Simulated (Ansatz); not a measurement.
# CH5ClGaN: basis-set convergence

One table from this session's results is given with a row withheld; the runs are named, their logs left out.

Computed with Ansatz 0.2.0, Gaussian basis. Level: one geometry, several basis sets.

The runs, in order: PBE0-D4/def2-SVP; ωB97M-V/def2-SVP; PBE0-D4/def2-QZVPP; ωB97M-V/def2-QZVPP; the functionals' def2-TZVPP values are taken from earlier runs.

### Structure used throughout

All runs share one geometry, relaxed beforehand with PBE0-D4 in a triple-zeta def2 set.

SMILES `[CH3][Ga]([NH2])[Cl]`, 9 atoms, charge 0, spin multiplicity 1.

Atoms are counted from 1 here; the program's logs count them from 0.

Bond lengths: C1–Ga2 1.946 Å, C1–H5 1.091 Å, C1–H6 1.091 Å, C1–H7 1.090 Å, Ga2–N3 1.804 Å, Ga2–Cl4 2.159 Å, N3–H8 1.005 Å, N3–H9 1.005 Å. Angles: Ga2–C1–H5 109.7°, Ga2–C1–H6 109.7°, Ga2–C1–H7 111.5°, H5–C1–H6 107.8°, H5–C1–H7 109.1°, H6–C1–H7 109.0°, C1–Ga2–N3 128.0°, C1–Ga2–Cl4 119.7°, N3–Ga2–Cl4 112.2°, Ga2–N3–H8 124.5°, Ga2–N3–H9 122.7°, H8–N3–H9 112.7°.

Geometry (Å):

```
C     0.1186    1.3417   -0.7889
Ga    0.1105   -0.5129   -0.1998
N    -0.3034   -1.1585    1.4336
Cl    0.6476   -2.0794   -1.5853
H    -0.5454    1.4581   -1.6469
H     1.1249    1.6224   -1.1045
H    -0.2048    2.0147    0.0058
H    -0.5799   -0.5927    2.2167
H    -0.2797   -2.1396    1.6521
```

Set-up of the first run:

in.yaml reads:

```yaml
crystal:
  periodic: [false, false, false]
  atoms:
    - {symbol: C, position_ang: [0.118575, 1.341674, -0.788852]}
    - {symbol: Ga, position_ang: [0.110491, -0.512933, -0.199796]}
    - {symbol: N, position_ang: [-0.303389, -1.158537, 1.433611]}
    - {symbol: Cl, position_ang: [0.647646, -2.079446, -1.585306]}
    - {symbol: H, position_ang: [-0.545380, 1.458092, -1.646942]}
    - {symbol: H, position_ang: [1.124877, 1.622366, -1.104527]}
    - {symbol: H, position_ang: [-0.204767, 2.014661, 0.005779]}
    - {symbol: H, position_ang: [-0.579911, -0.592666, 2.216709]}
    - {symbol: H, position_ang: [-0.279740, -2.139610, 1.652123]}
basis:
  gaussian: {orbitals: def2-SVP}
hamiltonian: {xc: pbe0, dispersion: d4}
output: {orbitals: {seedname: orbitals}}
```

The run is started by

```console
$ ansatz run in.yaml --threads 4 --pin off --events-out ev --progress --plain --max-ram 10444MiB
```

Among the steps run: PBE0-D4 in def2-SVP; ωB97M-V in def2-SVP; PBE0-D4 in def2-QZVPP; ωB97M-V in def2-QZVPP.

One table of the session follows, with a row left open; its other results are not shown here.

| functional | basis | HOMO (eV) | LUMO (eV) |
| --- | --- | --- | --- |
| PBE0-D4 | def2-SVP | -7.32 | 0.06 |
| PBE0-D4 | def2-TZVPP | -7.52 | -0.15 |
| PBE0-D4 | def2-QZVPP | -7.58 | -0.29 |
| ωB97M-V | def2-SVP | ? | ? |
| ωB97M-V | def2-TZVPP | -9.91 | 1.55 |
| ωB97M-V | def2-QZVPP | -9.97 | 1.03 |

Estimate the missing values for ωB97M-V, def2-SVP.

As computed: HOMO (eV): -9.68; LUMO (eV): 1.83. In the column «HOMO (eV)» it lies between ωB97M-V, def2-TZVPP (-9.91) and PBE0-D4, def2-QZVPP (-7.58).
